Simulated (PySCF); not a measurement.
**HfH3: relaxation and vibrations of the doublet**

The task is one start of a wider search on HfH3: the doublet, from a trigonal pyramidal start. It is relaxed, tested by its Hessian and followed downhill if it is a saddle.

Method: PBE0, basis Hf def2-TZVP with ECP60, H def2-TZVP, scalar-relativistic core potentials, no spin–orbit coupling, density fitting; program: PySCF 2.14.0.

### Step 1. Starting geometry

4 atoms, charge 0, spin multiplicity 2.

Bond lengths: Hf1–H2 1.840 Å, Hf1–H3 1.840 Å, Hf1–H4 1.840 Å. Angles: H2–Hf1–H3 99.8°, H2–Hf1–H4 99.8°, H3–Hf1–H4 99.8°.

Z-matrix (Å, degrees; charge 0 multiplicity 2):
```
Hf
H  1 1.8400
H  1 1.8400 2 99.75
H  1 1.8400 2 99.75 3 -101.77
```

### Step 2. Finding the electronic state

The steps below are one call of a driver around PySCF. For each, scf.py gives the equivalent set-up of the SCF; relaxations use the driver's own optimiser. After this first run the driver tries any further starts and a stability analysis.

scf.py

```python
from pyscf import gto, scf, dft
mol = gto.M(atom='''
Hf     0.000000     0.000000     0.000000
H      1.624600     0.000000     0.863800
H     -0.812300     1.407000     0.863800
H     -0.812300    -1.407000     0.863800''',
    basis={'Hf': 'def2-TZVP', 'H': 'def2-TZVP'},
    ecp={'Hf': 'def2-TZVP'},
    charge=0, spin=1)
mf = dft.UKS(mol, xc='PBE0')
mf.grids.atom_grid = (50, 194)
aux = {'Hf': 'def2-universal-JKFIT', 'H': 'def2-universal-JKFIT'}
mf = mf.density_fit(auxbasis=aux)
mf.conv_tol = 1e-08
mf.diis_space = 10
mf.max_cycle = 60
mf.init_guess = 'minao'
mf.verbose = 4
mf.kernel()
```

The run is started by

```sh
> OMP_NUM_THREADS=2 python axn.py task.json out
```

After this run come: Relaxation: trigonal pyramidal start, doublet; Is it a minimum? Harmonic modes.

What does the calculation give? Wanted: minimum; geometry; wavenumbers; dipole moment; highest occupied, lowest empty level; polar-tensor charge of Hf1; zero-point energy; atomisation energy; ⟨S²⟩.

The runs gave:

| quantity | value |
| --- | --- |
| minimum | doublet, C3v |
| geometry | Hf–H 1.860 Å (×3); H–Hf–H 118.6° (×3) |
| wavenumbers (cm⁻¹) | 181 (a1), 663 (e), 1669 (e), 1712 (a1) |
| dipole moment | 0.75 D |
| highest occupied, lowest empty level (either spin) | -5.46, -1.98 eV |
| polar-tensor charge of Hf1 | +1.05 e |
| zero-point energy | 39.2 kJ/mol |
| entropy at 298.15 K | 255.3 J/(mol K) |
| atomisation energy (no zero-point energy) | 871 kJ/mol |
| ⟨S²⟩ | 0.751 |

What this shows: The molecule stays C3v, as typed, and the end point is a minimum. In the infrared the band at 1669 cm⁻¹ (e, stretch) leads. Most of the spin sits on Hf1 (Mulliken spin 1.05, against 1 for the whole molecule). The first SCF alone would have been 52 kJ/mol too high. Other starts or spin states, not run here, may lie lower. One determinant may miss the lowest occupation of an open d or f shell. Spin–orbit coupling, left out here, can matter for elements this heavy.
